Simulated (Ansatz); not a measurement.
# FePt (Tetraferroplatinum): the cost of one run

All numbers are computed with Ansatz 0.2.0 through its Python package. Level of theory: DFT PBE, plane waves, PAW.

**1. Starting point**

The structure is tetragonal, space group P4/mmm (No. 123). Conventional cell: a = 2.724 Å, b = 2.724 Å, c = 3.720 Å, α = 90.00°, β = 90.00°, γ = 90.00°. Fe (site symmetry 4/mmm) is surrounded by 8 Pt at 2.68 Å and 4 Fe at 2.72 Å. Pt (site symmetry 4/mmm) is surrounded by 8 Fe at 2.68 Å and 4 Pt at 2.72 Å.

The script holds or builds the structure itself.

**2. The code**

The input, deck_fept.py:

```python
"""Single point of FePt through the engine session."""

import ansatz as az
import pandas as pd

config = {
    "crystal": {
        "lattice": [[2.7235, 0.0, 0.0], [0.0, 2.7235, 0.0], [0.0, 0.0, 3.72]],
        "atoms": [
            {"symbol": "Fe", "position": [0.0, 0.0, 0.0], "spin": 3.5},
            {"symbol": "Pt", "position": [0.5, 0.5, 0.5]},
        ],
    },
    "magnetization": {"spin_polarized": True},
    "kpoints": {"mp_grid": {"grid": [8, 8, 6]}},
    "hamiltonian": {"xc": "pbe"},
    "scf": {"occupations": {"method": "cold", "width": 0.1}},
    "output": {"forces": True},
}

planned = az.Session.from_dict(config).plan(threads=1, pin="off")
done = planned.execute()
summary = done.report

n_atoms = len(summary["lattice"]["sites"])
print("F =", round(summary["free_energy_ev"], 4), "eV for", n_atoms, "atoms")
print("E(sigma -> 0) =", round(summary["energy_sigma0_ev"], 4), "eV, TS =", round(summary["entropy_ts_ev"], 5), "eV")
print("closed by", summary["closed_by"], "after", summary["n_iterations"], "iterations")

# forces, one row an atom
table = pd.DataFrame(summary["forces_ev_ang"], columns=["fx", "fy", "fz"])
table.insert(0, "atom", [site["symbol"] for site in summary["lattice"]["sites"]])
print(table.round(4).to_string())

print(f"net moment {summary['magnetization_mub']:.3f} muB, absolute {summary['absolute_magnetization_mub']:.3f} muB")
for index, (site, m) in enumerate(zip(done.lattice.sites, summary["site_moments_mub"])):
    print(f"  {index:2d} {site.symbol:2s} {m:7.3f}")

print("doubts on the final state:", summary["published_state_doubts"] or "none")
print("warnings:", sorted({n["data"]["kind"] for n in done.notices if n["data"].get("severity") in ("warning", "doubt")}) or "none")

print("energy terms (eV)")
for term, value in summary["components"].items():
    if abs(value) > 1e-9:
        print(f"  {term:26s} {value:16.5f}")
```

**3. Running it**

Started as:

```sh
> python deck_fept.py
```

Q: Estimate wall time and peak memory on 1 thread of Arm Neoverse V1, shared host.

About 7.6 s, with a peak of 0.45 GiB.
